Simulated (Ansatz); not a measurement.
# CH5B3: the cost of one run

Method: PBE0-D4/def2-SVP; program: Ansatz 0.2.0, Gaussian basis.

## Step 1: The starting structure

SMILES `BB=CB`, 9 atoms, charge 0, spin multiplicity 1.

Atoms are counted from 1 here; the program's logs count them from 0.

Bond lengths: B1–B2 1.587 Å, B1–H5 1.175 Å, B1–H6 1.174 Å, B2–C3 1.406 Å, C3–B4 1.535 Å, C3–H7 1.082 Å, B4–H8 1.171 Å, B4–H9 1.172 Å. Angles: B2–B1–H5 122.8°, B2–B1–H6 122.6°, H5–B1–H6 114.6°, B1–B2–C3 176.0°, B2–C3–B4 118.6°, B2–C3–H7 125.5°, B4–C3–H7 115.9°, C3–B4–H8 120.1°, C3–B4–H9 120.6°, H8–B4–H9 119.3°.

As a file:

```xyz
9
CH5B3
B     0.12845    1.95530   -0.79022
B     0.41447    0.45715   -0.35296
C     0.57764   -0.87256    0.07430
B    -0.57436   -1.54875    0.83127
H     0.91441    2.61216   -1.36535
H    -0.88930    2.49574   -0.56651
H     1.46171   -1.47738   -0.07913
H    -0.46077   -2.65128    1.21035
H    -1.57224   -0.97037    1.03825
```

## Step 2: The run

md/in.yaml reads:

```yaml
crystal:
  periodic: [false, false, false]
  atoms:
    - {symbol: B, position_ang: [0.128450, 1.955300, -0.790220]}
    - {symbol: B, position_ang: [0.414470, 0.457150, -0.352960]}
    - {symbol: C, position_ang: [0.577640, -0.872560, 0.074300]}
    - {symbol: B, position_ang: [-0.574360, -1.548750, 0.831270]}
    - {symbol: H, position_ang: [0.914410, 2.612160, -1.365350]}
    - {symbol: H, position_ang: [-0.889300, 2.495740, -0.566510]}
    - {symbol: H, position_ang: [1.461710, -1.477380, -0.079130]}
    - {symbol: H, position_ang: [-0.460770, -2.651280, 1.210350]}
    - {symbol: H, position_ang: [-1.572240, -0.970370, 1.038250]}
basis:
  gaussian: {orbitals: def2-SVP}
hamiltonian: {xc: pbe0, dispersion: d4}
md: {n_steps: 40, timestep: 0.5, temperature: 700, ensemble: nvt_nose_hoover, seed: 684, initial_velocities: maxwell_boltzmann}
```

On the command line:

```
ansatz run in.yaml --threads 2 --pin off --events-out ev --progress --plain --max-ram 3481MiB
```

What time and memory should one allow on 2 threads of Arm Neoverse V2, shared host?

About 41 s, with a peak of 0.14 GiB.
